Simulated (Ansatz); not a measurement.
**GaCl2 (quartet): from Hartree-Fock to the top rungs, cc-pVDZ**

One table from this session's results is given with a row withheld; the runs are named, their logs left out.

Program: Ansatz 0.2.0, Gaussian basis. Level of theory: cc-pVDZ, core rule «outside noble gas», up to 24 orbitals frozen. These are calculated values, not measurements.

To be run: UHF; CCSD(T) on ROHF; CCSD(T) on UHF; BCCD(T) on ROHF; CISD as a restricted active space (open shells left free, so some higher excitations enter); CCSDT(Q) on UHF.

34 further runs of the same task are left out: 12 for a known fault of the program, 10 that didn't finish, 12 set aside as unsound or not needed. Runs told in other sessions of the task aren't counted.

**The system**

The geometry is a PBE0/def2-TZVP stationary point (not a proven minimum) of the parent state, kept for this charge and spin. No spin-orbit coupling is included. The filled d shell of Ga may be among the frozen orbitals whatever the setting's name suggests.

3 atoms, charge 0, spin multiplicity 4.

Atoms are counted from 1 here; the program's logs count them from 0.

Bond lengths: Cl1–Ga2 2.160 Å, Ga2–Cl3 2.160 Å. Angles: Cl1–Ga2–Cl3 119.1°.

Set-up of the first run:

Contents of in.yaml:

```yaml
crystal:
  periodic: [false, false, false]
  atoms:
    - {symbol: Cl, position_ang: [0.000000, -0.542913, 1.861701]}
    - {symbol: Ga, position_ang: [0.000000, 0.552125, 0.000000]}
    - {symbol: Cl, position_ang: [0.000000, -0.542913, -1.861701]}
basis:
  gaussian: {orbitals: cc-pVDZ}
magnetization: {spin_polarized: true, initial_magnetization: 3}
hamiltonian: {xc: hf}
output: {orbitals: {seedname: orbitals}}
```

Launch:

```
> ansatz run in.yaml --threads 1 --pin off --events-out ev --progress --plain --max-ram 2393MiB
```

Steps of the session up to this table: UHF; CCSD(T) on ROHF; CCSD(T) on UHF; BCCD(T) on ROHF; CISD as a restricted active space (open shells left free, so some higher excitations enter); CCSDT(Q) on UHF.

One of the session's tables, all rows but one given; the rest of the session is left out.

| method | from UCCSDT(Q) (meV) |
| --- | --- |
| RMP2 | +1101.1 |
| UMP2 | +1255.5 |
| RCCSD | +384.0 |
| UCCSD | +360.5 |
| RCCSD(T) | +89.5 |
| UCCSD(T) | +81.5 |
| BCCD(T) | ? |
| UCCSDT | +35.7 |
| UCCSDT(Q) | 0 |

**Question.** Estimate the row for BCCD(T).

As computed: from UCCSDT(Q) (meV): +90.5. In the column «from UCCSDT(Q) (meV)» it lies between RCCSD(T) (+89.5) and UCCSD (+360.5).

Not comparable, so not listed: CISD as a restricted active space (open shells left free, so some higher excitations enter) (they don't share determinant, frozen orbitals or solution with the rows shown, or repeat one).

Left out of the table: ROHF, UHF (another determinant or state than the rows shown).

Limits of these values: The report flags that the cluster equations may have other roots. The program flags RCCSD(T), UCCSD(T), BCCD(T), UCCSDT(Q) as in doubt, so the zero of the table is itself unsure. Warnings: coupled cluster took another determinant than the lowest. Restricted and unrestricted rows rest on different reference determinants; a gap between their highest levels can come from leftover correlation error, from unlike frozen cores or from another state.
